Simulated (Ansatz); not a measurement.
This script drives Ansatz's Python interface.

Input file `h7no2si2.xyz`:
```text
12

O    -1.64650    1.37640    1.09470
Si   -0.70670    0.06050    0.71800
O    -1.67270   -1.09620    0.04800
N     0.30760    0.69460   -0.48590
Si    1.51940   -0.42820   -0.90410
H    -1.95050    1.84960    0.35710
H     0.06520   -0.46350    1.87540
H    -2.52330   -1.23560    0.55940
H     0.73190    1.50030   -0.16660
H     2.36890   -0.74680    0.27570
H     0.96400   -1.67180   -1.50940
H     2.36050    0.21550   -1.92310
```

`h7no2si2_bde.py`
```python
# -*- coding: utf-8 -*-
import ansatz as az


def single_point(molecule, charge=0, unpaired=0):
    calc = (
        molecule.calculation()
        .basis(gaussian="def2-TZVP")
        .functional("CAM-B3LYP")
    )
    if charge:
        calc = calc.charge(charge)
    if unpaired:
        calc = calc.spin("collinear", total=unpaired)
    return calc.run().report["free_energy_ev"]

def without(molecule, index):
    rest = az.Crystal.molecule()
    for i, site in enumerate(molecule.cartesian_sites):
        if i != index:
            rest = rest.atom(site.symbol, site.position_ang)
    return rest

molecule = az.Crystal.molecule_from_extxyz("h7no2si2.xyz")

whole = single_point(molecule, 0)
hydrogen = single_point(az.Crystal.molecule().atom("H", (0, 0, 0)), 0, 1)
print(f"E(molecule) = {whole:.5f} eV, E(H) = {hydrogen:.5f} eV")
for index in [7, 6, 8]:
    radical = single_point(without(molecule, index), 0, 1)
    print(f"H{index}: homolysis {96.485332 * (radical + hydrogen - whole):.1f} kJ/mol")
    anion = single_point(without(molecule, index), -1)
    print(f"H{index}: loss of a proton {96.485332 * (anion - whole):.1f} kJ/mol")
```

It is started by `python h7no2si2_bde.py`. Estimate its wall time and peak memory on 1 thread of Arm Neoverse V2, on a shared host.

It took about 110 s, with a peak of 1.1 GiB, for 8 runs of the engine.

```console
$ python h7no2si2_bde.py
E(molecule) = -21458.50897 eV, E(H) = -13.57334 eV
H7: homolysis 515.7 kJ/mol
H7: loss of a proton 1532.4 kJ/mol
H6: homolysis 414.2 kJ/mol
H6: loss of a proton 1661.7 kJ/mol
H8: homolysis 471.1 kJ/mol
H8: loss of a proton 1526.0 kJ/mol
```

Caveats:
- Total energies depend on the basis set; only differences at equal settings carry meaning.
- The geometry is a force-field or estimated start, not a minimum of this method, and the basis set is short of its limit. All parts are taken at fixed geometry, without zero-point energy.
- Anions want diffuse functions, which this basis lacks.
